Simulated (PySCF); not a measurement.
**[La(NH3)4]3+: other functionals and bases at one geometry**

Aim: see how levels, charges and forces of [La(NH3)4]3+ depend on the level of theory. The species was built from a template and needn't be a known compound.

Method: several levels, as the steps say, no spin–orbit coupling; program: PySCF 2.14.0.

4 further runs of the same task are left out: 2 for a known fault of the program, 2 that didn't finish.

## Step 1: Starting geometry

17 atoms, charge 3, spin multiplicity 1.

Bond lengths: La1–N2 2.597 Å, La1–N6 2.597 Å, La1–N10 2.599 Å, La1–N14 2.599 Å, N2–H3 1.042 Å, N2–H4 1.042 Å, N2–H5 1.042 Å, N6–H7 1.042 Å, N6–H8 1.042 Å, N6–H9 1.042 Å, N10–H11 1.042 Å, N10–H12 1.042 Å, N10–H13 1.042 Å, N14–H15 1.042 Å, N14–H16 1.042 Å, N14–H17 1.042 Å. Angles: N2–La1–N6 109.6°, N2–La1–N10 109.5°, N2–La1–N14 109.5°, N6–La1–N10 109.5°, N6–La1–N14 109.5°, N10–La1–N14 109.4°, La1–N2–H3 115.7°, La1–N2–H4 115.6°, La1–N2–H5 115.6°, H3–N2–H4 102.7°, H3–N2–H5 102.7°, H4–N2–H5 102.7°, La1–N6–H7 115.7°, La1–N6–H8 115.6°, La1–N6–H9 115.6°, H7–N6–H8 102.7°, H7–N6–H9 102.7°, H8–N6–H9 102.7° and more.

Geometry (Å):

```csv
atom,x (Å),y (Å),z (Å)
La1,0.00000,0.00000,0.00289
N2,1.50080,1.50080,1.49986
H3,1.37875,1.37875,2.52770
H4,2.52808,1.37672,1.37474
H5,1.37672,2.52808,1.37474
N6,-1.50080,-1.50080,1.49986
H7,-1.37875,-1.37875,2.52770
H8,-2.52808,-1.37672,1.37474
H9,-1.37672,-2.52808,1.37474
N10,1.50005,-1.50005,-1.49941
H11,2.14402,-2.14402,-0.99254
H12,0.99169,-2.14289,-2.14326
H13,2.14289,-0.99169,-2.14326
N14,-1.50005,1.50005,-1.49941
H15,-2.14402,2.14402,-0.99254
H16,-0.99169,2.14289,-2.14326
H17,-2.14289,0.99169,-2.14326
```

Formal oxidation states: La +3. The 4f shell is empty and lies in the core potential. An earlier session relaxed this geometry at PBE, La lcecp-1-SVP with ECP46, N def2-SVP, H def2-SVP (singlet, point group D2d). Its vibrations showed it to be a saddle point, relaxed within its symmetry.

At PBE on the finer grid: E = -256.491258 Eh, HOMO -21.23 eV, LUMO -15.35 eV, Mulliken charge on La1 +1.58 e, largest force component 0.009 eV/Å. The large-core potential holds the 4f shell empty.

Levels to run: r2SCAN; B3LYP; TPSS; BP86; PBE, TZVP; PBE, x2c-SVP. Hardware: 4 threads of Arm Neoverse V2, shared host.

## Step 2: r2SCAN

run.py (the lines that set the calculation)

```python
mol = gto.M(atom='''
La     0.00000     0.00000     0.00289
N      1.50080     1.50080     1.49986
H      1.37875     1.37875     2.52770
H      2.52808     1.37672     1.37474
H      1.37672     2.52808     1.37474
N     -1.50080    -1.50080     1.49986
H     -1.37875    -1.37875     2.52770
H     -2.52808    -1.37672     1.37474
H     -1.37672    -2.52808     1.37474
N      1.50005    -1.50005    -1.49941
H      2.14402    -2.14402    -0.99254
H      0.99169    -2.14289    -2.14326
H      2.14289    -0.99169    -2.14326
N     -1.50005     1.50005    -1.49941
H     -2.14402     2.14402    -0.99254
H     -0.99169     2.14289    -2.14326
H     -2.14289     0.99169    -2.14326''',
    basis={'La': 'lcecp-1-SVP', 'N': 'def2-SVP', 'H': 'def2-SVP'},
    ecp={'La': 'lcecp-1-SVP'},
    charge=3, spin=0)
mf = dft.RKS(mol, xc='R2SCAN')
mf.grids.atom_grid = (75, 302)  # f atoms: unpruned, at least (60, 302)
mf = mf.density_fit()  # fitting sets: La AutoAux, N def2-universal-JKFIT, H def2-universal-JKFIT
mf.conv_tol = 1e-08; mf.max_cycle = 55
mf.kernel(dm0)  # dm0: the density of the relaxed state
```

Started as:

```sh
$ OMP_NUM_THREADS=4 python run.py
```

The program printed:

```text
init E= -256.639209186747
  HOMO = -0.794781098164559  LUMO = -0.551158933462044  gap/eV = 6.62930
cycle= 1 E= -256.641450587307  delta_E= -0.00224  |g|= 0.0264  |ddm|= 0.242
  HOMO = -0.791703538799935  LUMO = -0.557753342210075  gap/eV = 6.36611
cycle= 2 E= -256.641214262649  delta_E= 0.000236  |g|= 0.042  |ddm|= 0.0859
  HOMO = -0.793608091992871  LUMO = -0.555118231274911  gap/eV = 6.48964
cycle= 3 E= -256.641678977266  delta_E= -0.000465  |g|= 0.00389  |ddm|= 0.043
  HOMO = -0.793021394649089  LUMO = -0.554027682666022  gap/eV = 6.50335
cycle= 4 E= -256.641683740426  delta_E= -4.76e-06  |g|= 0.000457  |ddm|= 0.00668
  HOMO = -0.793059758195293  LUMO = -0.554091560779539  gap/eV = 6.50266
cycle= 5 E= -256.641683797847  delta_E= -5.74e-08  |g|= 9.33e-05  |ddm|= 0.000584
  HOMO = -0.793055061620147  LUMO = -0.554101985889766  gap/eV = 6.50224
cycle= 6 E= -256.641683800274  delta_E= -2.43e-09  |g|= 1.04e-05  |ddm|= 0.000144
  HOMO = -0.793055958829371  LUMO = -0.5541017327491  gap/eV = 6.50228
Extra cycle  E= -256.641683800235  delta_E= 3.93e-11  |g|= 1.69e-05  |ddm|= 2.08e-05
converged SCF energy = -256.641683800235
```

Wall time 13 s (4 threads of Arm Neoverse V2, shared host).

Read off: E = -256.641684 Eh, HOMO -21.58 eV, LUMO -15.08 eV, Mulliken charge on La1 +1.72 e, largest force component 0.297 eV/Å. The large-core potential holds the 4f shell empty.

## Step 3: B3LYP

run.py (the lines that set the calculation), as its differences from that of step 2:

```diff
@@ -21,3 +21,3 @@
     charge=3, spin=0)
-mf = dft.RKS(mol, xc='R2SCAN')
+mf = dft.RKS(mol, xc='B3LYP')
 mf.grids.atom_grid = (75, 302)  # f atoms: unpruned, at least (60, 302)
```

Started as:

```sh
$ OMP_NUM_THREADS=4 python run.py
```

The program printed:

```text
init E= -256.776320312246
  HOMO = -0.827033384514722  LUMO = -0.534447328387623  gap/eV = 7.96167
cycle= 1 E= -256.777504347043  delta_E= -0.00118  |g|= 0.0496  |ddm|= 0.164
  HOMO = -0.822500507152185  LUMO = -0.545453176374418  gap/eV = 7.53884
cycle= 2 E= -256.776827239984  delta_E= 0.000677  |g|= 0.0754  |ddm|= 0.127
  HOMO = -0.826988562470522  LUMO = -0.54274389747109  gap/eV = 7.73469
cycle= 3 E= -256.778150601943  delta_E= -0.00132  |g|= 0.00327  |ddm|= 0.0647
  HOMO = -0.826417928547197  LUMO = -0.541492646279339  gap/eV = 7.75321
cycle= 4 E= -256.778154590773  delta_E= -3.99e-06  |g|= 0.000385  |ddm|= 0.00702
  HOMO = -0.826460418460205  LUMO = -0.541559749449352  gap/eV = 7.75254
cycle= 5 E= -256.778154628116  delta_E= -3.73e-08  |g|= 5.84e-05  |ddm|= 0.000464
  HOMO = -0.82646130123923  LUMO = -0.541574687631532  gap/eV = 7.75216
cycle= 6 E= -256.778154629199  delta_E= -1.08e-09  |g|= 1.44e-05  |ddm|= 0.000128
  HOMO = -0.826464599420834  LUMO = -0.541576024550842  gap/eV = 7.75221
Extra cycle  E= -256.778154629147  delta_E= 5.2e-11  |g|= 2.13e-05  |ddm|= 2.73e-05
converged SCF energy = -256.778154629147
```

It took 7.8 s on 4 threads of Arm Neoverse V2, shared host.

It gives: E = -256.778155 Eh, HOMO -22.49 eV, LUMO -14.74 eV, Mulliken charge on La1 +1.69 e, largest force component 0.266 eV/Å. The large-core potential holds the 4f shell empty.

## Step 4: TPSS

run.py (the lines that set the calculation), as its differences from that of step 3:

```diff
@@ -21,3 +21,3 @@
     charge=3, spin=0)
-mf = dft.RKS(mol, xc='B3LYP')
+mf = dft.RKS(mol, xc='TPSS')
 mf.grids.atom_grid = (75, 302)  # f atoms: unpruned, at least (60, 302)
```

Started as:

```sh
$ OMP_NUM_THREADS=4 python run.py
```

The program printed:

```text
init E= -256.798643436946
  HOMO = -0.785404308957393  LUMO = -0.553331527078683  gap/eV = 6.31502
cycle= 1 E= -256.80008750855  delta_E= -0.00144  |g|= 0.0186  |ddm|= 0.148
  HOMO = -0.784783012030367  LUMO = -0.559928534266275  gap/eV = 6.11860
cycle= 2 E= -256.799985082479  delta_E= 0.000102  |g|= 0.0289  |ddm|= 0.0714
  HOMO = -0.785660851056091  LUMO = -0.557325286420083  gap/eV = 6.21333
cycle= 3 E= -256.800230947735  delta_E= -0.000246  |g|= 0.00466  |ddm|= 0.0352
  HOMO = -0.785009530594201  LUMO = -0.556336104009638  gap/eV = 6.22252
cycle= 4 E= -256.800236989012  delta_E= -6.04e-06  |g|= 0.000587  |ddm|= 0.0065
  HOMO = -0.785083612357879  LUMO = -0.556400375034852  gap/eV = 6.22279
cycle= 5 E= -256.800237062793  delta_E= -7.38e-08  |g|= 5.4e-05  |ddm|= 0.000572
  HOMO = -0.785086311082525  LUMO = -0.556412218899138  gap/eV = 6.22254
cycle= 6 E= -256.800237063744  delta_E= -9.51e-10  |g|= 1e-05  |ddm|= 0.000104
  HOMO = -0.785088406634316  LUMO = -0.556412960180464  gap/eV = 6.22258
Extra cycle  E= -256.800237063717  delta_E= 2.73e-11  |g|= 1.46e-05  |ddm|= 2.02e-05
converged SCF energy = -256.800237063717
```

It took 13 s on 4 threads of Arm Neoverse V2, shared host.

Read off: E = -256.800237 Eh, HOMO -21.36 eV, LUMO -15.14 eV, Mulliken charge on La1 +1.66 e, largest force component 0.119 eV/Å. The large-core potential holds the 4f shell empty.

## Step 5: BP86

run.py (the lines that set the calculation), as its differences from that of step 4:

```diff
@@ -21,3 +21,3 @@
     charge=3, spin=0)
-mf = dft.RKS(mol, xc='TPSS')
+mf = dft.RKS(mol, xc='B88,P86')
 mf.grids.atom_grid = (75, 302)  # f atoms: unpruned, at least (60, 302)
```

Started as:

```sh
$ OMP_NUM_THREADS=4 python run.py
```

The program printed:

```text
init E= -256.82447012416
  HOMO = -0.784446317742133  LUMO = -0.567674570001635  gap/eV = 5.89866
cycle= 1 E= -256.824698157926  delta_E= -0.000228  |g|= 0.00435  |ddm|= 0.0554
  HOMO = -0.783535824500966  LUMO = -0.56773268149352  gap/eV = 5.87230
cycle= 2 E= -256.824688029534  delta_E= 1.01e-05  |g|= 0.00793  |ddm|= 0.0112
  HOMO = -0.783959288827602  LUMO = -0.567545271533573  gap/eV = 5.88893
cycle= 3 E= -256.824702656461  delta_E= -1.46e-05  |g|= 0.000362  |ddm|= 0.00716
  HOMO = -0.783914857943346  LUMO = -0.567469069519656  gap/eV = 5.88979
cycle= 4 E= -256.8247026874  delta_E= -3.09e-08  |g|= 0.000108  |ddm|= 0.000528
  HOMO = -0.783923375093106  LUMO = -0.567499534588317  gap/eV = 5.88919
cycle= 5 E= -256.824702692685  delta_E= -5.29e-09  |g|= 2.21e-05  |ddm|= 0.000272
  HOMO = -0.783919992181391  LUMO = -0.567491971104665  gap/eV = 5.88931
Extra cycle  E= -256.824702692694  delta_E= -8.64e-12  |g|= 2.04e-05  |ddm|= 6.06e-05
converged SCF energy = -256.824702692694
```

Wall time 7 s (4 threads of Arm Neoverse V2, shared host).

Result: E = -256.824703 Eh, HOMO -21.33 eV, LUMO -15.44 eV, Mulliken charge on La1 +1.60 e, largest force component 0.051 eV/Å. The large-core potential holds the 4f shell empty.

## Step 6: PBE, TZVP

Basis: La lcecp-1-TZVP with ECP46, N def2-TZVP, H def2-TZVP. 

run.py (the lines that set the calculation), as its differences from that of step 5:

```diff
@@ -18,6 +18,6 @@
 H     -2.14289     0.99169    -2.14326''',
-    basis={'La': 'lcecp-1-SVP', 'N': 'def2-SVP', 'H': 'def2-SVP'},
-    ecp={'La': 'lcecp-1-SVP'},
+    basis={'La': 'lcecp-1-TZVP', 'N': 'def2-TZVP', 'H': 'def2-TZVP'},
+    ecp={'La': 'lcecp-1-TZVP'},
     charge=3, spin=0)
-mf = dft.RKS(mol, xc='B88,P86')
+mf = dft.RKS(mol, xc='PBE')
 mf.grids.atom_grid = (75, 302)  # f atoms: unpruned, at least (60, 302)
@@ -25,2 +25,2 @@
 mf.conv_tol = 1e-08; mf.max_cycle = 55
-mf.kernel(dm0)  # dm0: the density of the relaxed state
+mf.kernel(dm0)  # dm0: free metal ions and neutral atoms
```

Started as:

```sh
$ OMP_NUM_THREADS=4 python run.py
```

The program printed:

```text
init E= -249.589054907923
  HOMO = -1.05904039336741  LUMO = -0.675582610762189  gap/eV = 10.43442
cycle= 1 E= -255.122166219404  delta_E= -5.53  |g|= 2.98  |ddm|= 2.64
  HOMO = -0.546695421378568  LUMO = -0.522528740333164  gap/eV = 0.65761
cycle= 2 E= -249.968800066785  delta_E= 5.15  |g|= 4.67  |ddm|= 4.85
  HOMO = -0.795104334367713  LUMO = -0.472009992411742  gap/eV = 8.79184
cycle= 3 E= -256.587376936843  delta_E= -6.62  |g|= 0.711  |ddm|= 4.63
  HOMO = -0.805762117850341  LUMO = -0.606927937900855  gap/eV = 5.41055
cycle= 4 E= -256.735427190702  delta_E= -0.148  |g|= 0.23  |ddm|=  1.5
  HOMO = -0.774739252377484  LUMO = -0.555707802655284  gap/eV = 5.96015
cycle= 5 E= -256.752257952086  delta_E= -0.0168  |g|= 0.0314  |ddm|= 0.393
  HOMO = -0.778301555634481  LUMO = -0.560683436085834  gap/eV = 5.92169
cycle= 6 E= -256.752535708727  delta_E= -0.000278  |g|= 0.00569  |ddm|= 0.0281
  HOMO = -0.778681926545824  LUMO = -0.561190739520582  gap/eV = 5.91824
cycle= 7 E= -256.752538273182  delta_E= -2.56e-06  |g|= 0.00478  |ddm|= 0.00891
  HOMO = -0.778828375038279  LUMO = -0.561201864984655  gap/eV = 5.92192
cycle= 8 E= -256.752543031346  delta_E= -4.76e-06  |g|= 0.000438  |ddm|= 0.00286
  HOMO = -0.778813865195221  LUMO = -0.561121307274504  gap/eV = 5.92372
cycle= 9 E= -256.752543084176  delta_E= -5.28e-08  |g|= 3.96e-05  |ddm|= 0.000659
  HOMO = -0.778815014619978  LUMO = -0.561123971870287  gap/eV = 5.92367
cycle= 10 E= -256.752543084583  delta_E= -4.07e-10  |g|= 1.7e-05  |ddm|= 5.55e-05
  HOMO = -0.778813995207402  LUMO = -0.561124894955839  gap/eV = 5.92362
Extra cycle  E= -256.752543084571  delta_E= 1.17e-11  |g|= 1.83e-05  |ddm|= 3.5e-05
converged SCF energy = -256.752543084571
```

Wall time 28 s (4 threads of Arm Neoverse V2, shared host).

Result: E = -256.752543 Eh, HOMO -21.19 eV, LUMO -15.27 eV, Mulliken charge on La1 +1.91 e, largest force component 0.252 eV/Å. The large-core potential holds the 4f shell empty.

## Step 7: PBE, x2c-SVP

Basis: La x2c-SVPall, N x2c-SVPall, H x2c-SVPall. All electrons are treated, with the spin-free X2C Hamiltonian.

run.py (the lines that set the calculation), as its differences from that of step 6:

```diff
@@ -18,8 +18,9 @@
 H     -2.14289     0.99169    -2.14326''',
-    basis={'La': 'lcecp-1-TZVP', 'N': 'def2-TZVP', 'H': 'def2-TZVP'},
-    ecp={'La': 'lcecp-1-TZVP'},
+    basis={'La': 'x2c-SVPall', 'N': 'x2c-SVPall', 'H': 'x2c-SVPall'},
+    nucmod='G',
     charge=3, spin=0)
 mf = dft.RKS(mol, xc='PBE')
-mf.grids.atom_grid = (75, 302)  # f atoms: unpruned, at least (60, 302)
-mf = mf.density_fit()  # fitting sets: La AutoAux, N def2-universal-JKFIT, H def2-universal-JKFIT
+mf.grids.atom_grid = (99, 590)  # f atoms: unpruned, at least (60, 302)
+mf = mf.density_fit()  # fitting sets: La AutoAux, N AutoAux, H AutoAux
+mf = mf.sfx2c1e()
 mf.conv_tol = 1e-08; mf.max_cycle = 55
```

Started as:

```sh
$ OMP_NUM_THREADS=4 python run.py
```

The program printed:

```text
init E= -8709.90796655104
  HOMO = -1.05291169712536  LUMO = -0.67562788725017  gap/eV = 10.26642
cycle= 1 E= -8715.39444363599  delta_E= -5.49  |g|= 2.67  |ddm|=  3.6
  HOMO = -0.563322908580539  LUMO = -0.544541946122122  gap/eV = 0.51106
cycle= 2 E= -8709.72813796134  delta_E= 5.67  |g|= 4.83  |ddm|= 5.69
  HOMO = -0.752771998452363  LUMO = -0.455981876026179  gap/eV = 8.07607
cycle= 3 E= -8716.79145020342  delta_E= -7.06  |g|= 0.532  |ddm|= 4.92
  HOMO = -0.799504463480053  LUMO = -0.606333579545024  gap/eV = 5.25645
cycle= 4 E= -8716.88894471809  delta_E= -0.0975  |g|= 0.176  |ddm|= 1.16
  HOMO = -0.778732445244223  LUMO = -0.566903774567361  gap/eV = 5.76415
cycle= 5 E= -8716.89894852374  delta_E= -0.01  |g|= 0.0234  |ddm|= 0.219
  HOMO = -0.780890914009718  LUMO = -0.569185188678194  gap/eV = 5.76081
cycle= 6 E= -8716.89904856852  delta_E= -0.0001  |g|= 0.0108  |ddm|= 0.0224
  HOMO = -0.781521953416712  LUMO = -0.569359263260836  gap/eV = 5.77324
cycle= 7 E= -8716.89906456289  delta_E= -1.6e-05  |g|= 0.0054  |ddm|= 0.011
  HOMO = -0.781731178377552  LUMO = -0.569350581056611  gap/eV = 5.77917
cycle= 8 E= -8716.89907069222  delta_E= -6.13e-06  |g|= 0.000661  |ddm|= 0.00412
  HOMO = -0.78176014307999  LUMO = -0.569336637671464  gap/eV = 5.78034
cycle= 9 E= -8716.89907076335  delta_E= -7.11e-08  |g|= 0.000228  |ddm|= 0.00052
  HOMO = -0.781762647298924  LUMO = -0.569332690658438  gap/eV = 5.78051
cycle= 10 E= -8716.89907077203  delta_E= -8.68e-09  |g|= 1.17e-05  |ddm|= 0.000155
  HOMO = -0.781764681240157  LUMO = -0.569333296030818  gap/eV = 5.78055
Extra cycle  E= -8716.89907077197  delta_E= 6e-11  |g|= 1.96e-05  |ddm|= 2.18e-05
converged SCF energy = -8716.89907077197
```

Wall time 54 s (4 threads of Arm Neoverse V2, shared host).

Result: E = -8716.899071 Eh, HOMO -21.27 eV, LUMO -15.49 eV, Mulliken charge on La1 +1.49 e, largest force component 0.080 eV/Å. 

## Step 8: Results

| level | state | HOMO (eV) | gap (eV) | charge on La1 (e) | dipole (D) | largest force (eV/Å) | basis functions | time |
| --- | --- | --- | --- | --- | --- | --- | --- | --- |
| PBE (relaxed here) | singlet | -21.23 | 5.88 | 1.58 | 0.00 | 0.01 | 149 | 6.5 s |
| r2SCAN | singlet | -21.58 | 6.50 | 1.72 | 0.00 | 0.30 | 149 | 13 s |
| B3LYP | singlet | -22.49 | 7.75 | 1.69 | 0.00 | 0.27 | 149 | 7.8 s |
| TPSS | singlet | -21.36 | 6.22 | 1.66 | 0.00 | 0.12 | 149 | 13 s |
| BP86 | singlet | -21.33 | 5.89 | 1.60 | 0.00 | 0.05 | 149 | 7 s |
| PBE, TZVP | singlet | -21.19 | 5.92 | 1.91 | 0.01 | 0.25 | 243 | 28 s |
| PBE, x2c-SVP | singlet | -21.27 | 5.78 | 1.49 | 0.00 | 0.08 | 182 | 54 s |

Times are on 4 threads of Arm Neoverse V2, shared host; the first row also made further properties. The dipole of a charged species depends on the origin, so these sizes hold for this origin alone.

In one basis the HOMO–LUMO gap runs from 5.88 eV (PBE) to 7.75 eV (B3LYP). The largest leftover force, 0.30 eV/Å with r2SCAN, stands at a geometry relaxed at another level. The Mulliken charge on La spans +1.49 to +1.91 e over the levels. With 4f in the core, its levels are missing from HOMO and gap. Total energies of different levels can't be compared. Spin–orbit coupling is left out throughout.
